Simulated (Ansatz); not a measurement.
# C₄H₂N₂S: one species, many methods

Aim: compute C₄H₂N₂S with functionals from several rungs and with coupled cluster, and see how far each lands from CCSD(T) at the basis-set limit for the atomisation energy.

Program: Ansatz 0.2.0, Gaussian basis. Level of theory: functionals in def2-TZVPP, the program's frozen cores in correlated methods. These are calculated values, not measurements.

The runs, in order: LDA (SPW92), PBE-D4, revPBE-D4, BLYP-D4, r2SCAN-D4, B97M-V, PBE0-D4, B3LYP-D4, r2SCANh-D4, r2SCAN0-D4, HSE06-D4, BHLYP-D4, CAM-B3LYP-D4, LC-ωPBE, ωB97X-V, ωB97M-V, B2PLYP, PBE-QIDH; CCSD(T)/def2-SVP; CCSD(T)/def2-TZVPP; MP2/def2-QZVPP; extrapolation to the limit; RPA on PBE.

## (1) Structure used throughout

An earlier PBE0-D4 in a triple-zeta def2 set relaxation fixed the geometry.

SMILES `N#Cc1cscn1`, 9 atoms, charge 0, spin multiplicity 1.

Atoms are counted from 1 here; the program's logs count them from 0.

Bond lengths: N1–C2 1.151 Å, C2–C3 1.424 Å, C3–C4 1.368 Å, C3–N7 1.367 Å, C4–S5 1.696 Å, C4–H8 1.078 Å, S5–C6 1.719 Å, C6–N7 1.293 Å, C6–H9 1.082 Å. Angles: N1–C2–C3 178.5°, C2–C3–C4 123.7°, C2–C3–N7 120.4°, C4–C3–N7 115.9°, C3–C4–S5 109.4°, C3–C4–H8 128.0°, S5–C4–H8 122.6°, C4–S5–C6 89.6°, S5–C6–N7 115.2°, S5–C6–H9 121.0°, N7–C6–H9 123.8°, C3–N7–C6 110.0°.

Coordinates:

```
N     2.3299   -1.9341    0.7733
C     1.4727   -1.2112    0.5145
C     0.4111   -0.3312    0.1590
C    -0.1760   -0.3106   -1.0769
S    -1.3930    0.8699   -1.1014
C    -1.0353    1.2539    0.5358
N    -0.0834    0.5609    1.0692
H     0.0575   -0.9232   -1.9332
H    -1.5835    2.0255    1.0597
```

## (2) LDA

This LDA is Slater exchange with PW92 correlation.

File in.yaml:

```yaml
crystal:
  periodic: [false, false, false]
  atoms:
    - {symbol: N, position_ang: [2.329884, -1.934081, 0.773291]}
    - {symbol: C, position_ang: [1.472690, -1.211162, 0.514491]}
    - {symbol: C, position_ang: [0.411111, -0.331208, 0.159029]}
    - {symbol: C, position_ang: [-0.175996, -0.310613, -1.076867]}
    - {symbol: S, position_ang: [-1.392965, 0.869921, -1.101430]}
    - {symbol: C, position_ang: [-1.035345, 1.253934, 0.535790]}
    - {symbol: N, position_ang: [-0.083395, 0.560950, 1.069158]}
    - {symbol: H, position_ang: [0.057466, -0.923191, -1.933171]}
    - {symbol: H, position_ang: [-1.583461, 2.025459, 1.059710]}
basis:
  gaussian: {orbitals: def2-TZVPP}
hamiltonian: {xc: lda}
output: {orbitals: {seedname: orbitals}}
```

Launch:

```console
> ansatz run in.yaml --threads 4 --pin off --events-out ev --progress --plain --max-ram 10444MiB
```

The runs that follow: PBE-D4 (GGA); revPBE-D4 (GGA); BLYP-D4 (GGA); r2SCAN-D4 (meta-GGA); B97M-V (meta-GGA); B3LYP-D4 (hybrid); r2SCANh-D4 (hybrid); r2SCAN0-D4 (hybrid); HSE06-D4 (hybrid); BHLYP-D4 (hybrid); CAM-B3LYP-D4 (range-separated); LC-ωPBE (range-separated); ωB97X-V (range-separated); ωB97M-V (range-separated); B2PLYP (double hybrid); PBE-QIDH (double hybrid); CCSD(T) in def2-SVP; CCSD(T) in def2-TZVPP; MP2 in def2-QZVPP; RPA on PBE orbitals.

Q: Predict the results of all the runs planned. Wanted: atomisation energy, CCSD(T)/CBS; farthest beyond LDA; mean size of error, GGA; mean size of error, meta-GGA; mean size of error, hybrid; mean size of error, range-separated; mean size of error, double hybrid; gap, smallest and largest; T1 diagnostic.

As calculated:

| quantity | value |
| --- | --- |
| atomisation energy, CCSD(T)/CBS | 1029.6 kcal/mol |
| functionals within 5.1 kcal/mol (0.5 %) | r2SCANh-D4, B2PLYP |
| farthest beyond LDA | PBE-D4 (+71.0 kcal/mol) |
| mean size of error, GGA | 44.1 kcal/mol |
| mean size of error, meta-GGA | 12.6 kcal/mol |
| mean size of error, hybrid | 22.5 kcal/mol |
| mean size of error, range-separated | 9.2 kcal/mol |
| mean size of error, double hybrid | 3.5 kcal/mol |
| gap, smallest and largest | 4.21 eV (BLYP-D4), 10.81 eV (LC-ωPBE) |
| T1 diagnostic | 0.0149 |
| triples share of the correlation energy | 5.5 % |

In words: LDA overbinds by 209.6 kcal/mol (20 %). PBE-D4 misses by +71.0 kcal/mol. Double hybrids carry the basis error of their MP2 part in triple zeta, and no dispersion term here, so their miss is partly the set-up's. Taken by rung, double hybrid functionals do best (3.5 kcal/mol on average) and GGA ones worst beyond LDA (44.1 kcal/mol). Misses under about 5.1 kcal/mol are within the doubt on the reference itself, which lacks core-valence correlation, relativity and higher excitations. Hartree-Fock recovers 65 % of the binding; the rest is correlation. CCSD(T) in def2-SVP is off by -55.8 kcal/mol, more than most functionals: a good method in a small basis is no reference. Orbital gaps span 4.2 to 10.8 eV; exact exchange widens them. The restricted reference is unstable towards a spin-broken one.
